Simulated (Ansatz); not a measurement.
# KSr3Mg: the cost of one run

Method: DFT PBE, scalar-relativistic, plane waves, PAW, in Ansatz 0.2.0.

### 1 Starting point

The structure is hexagonal, space group P6/mmm (No. 191). The conventional cell has a = 5.973 Å, b = 5.973 Å, c = 5.291 Å, α = 90.00°, β = 90.00°, γ = 120.00°. K (site symmetry 6/mmm) has 2 Mg at 2.65 Å and 6 Sr at 2.99 Å as nearest neighbours. Sr (site symmetry mmm) has 4 Sr at 2.99 Å and 2 K at 2.99 Å as nearest neighbours. Mg (site symmetry 6/mmm) has 2 K at 2.65 Å as nearest neighbours.

Structure file:

```cif
data_structure
_symmetry_space_group_name_H-M 'P6/mmm'
_symmetry_Int_Tables_number 191
_cell_length_a 5.9731
_cell_length_b 5.9731
_cell_length_c 5.2913
_cell_angle_alpha 90.000
_cell_angle_beta 90.000
_cell_angle_gamma 120.000
_cell_volume 163.49
loop_
_atom_site_label
_atom_site_type_symbol
_atom_site_symmetry_multiplicity
_atom_site_Wyckoff_symbol
_atom_site_fract_x
_atom_site_fract_y
_atom_site_fract_z
_atom_site_occupancy
K1 K 1 b 0.00000 0.00000 0.50000 1
Sr1 Sr 3 g 0.50000 0.00000 0.50000 1
Mg1 Mg 1 a 0.00000 0.00000 0.00000 1
```

The cell is invented: random cell by space group and Wyckoff sites (P6/mmm, No. 191). Lengths come from tabulated atomic sizes and are only a guess.

### 2 A first look at the guess

File input.yaml:

```yaml
crystal:
  lattice:
    - [5.97308103, 0.0, 0.0]
    - [-2.98654052, 5.17283991, 0.0]
    - [0.0, 0.0, 5.29129842]
  atoms:
    - { symbol: K, position: [0.0, 0.0, 0.5] }
    - { symbol: Sr, position: [0.5, 0.0, 0.5] }
    - { symbol: Sr, position: [0.0, 0.5, 0.5] }
    - { symbol: Sr, position: [0.5, 0.5, 0.5] }
    - { symbol: Mg, position: [0.0, 0.0, 0.0] }
basis:
  ecutwfc: 420
kpoints:
  mp_grid: { grid: [3, 3, 4] }
hamiltonian:
  xc: pbe
scf:
  occupations: { method: gaussian, width: 0.1 }
  lower_state_search: "off"
output:
  forces: true
  stress: true
  eigenvalues: true
```

On the command line:

```console
$ ansatz run input.yaml --threads 1 --pin off --max-ram 2560MiB --backend cpu --events-out ev --progress --plain --runs-dir out
```

**Question.** How long does this run take on 1 thread of Arm Neoverse V1, shared host, and how much memory does it need?

About 3.4 s, with a peak of 0.36 GiB.
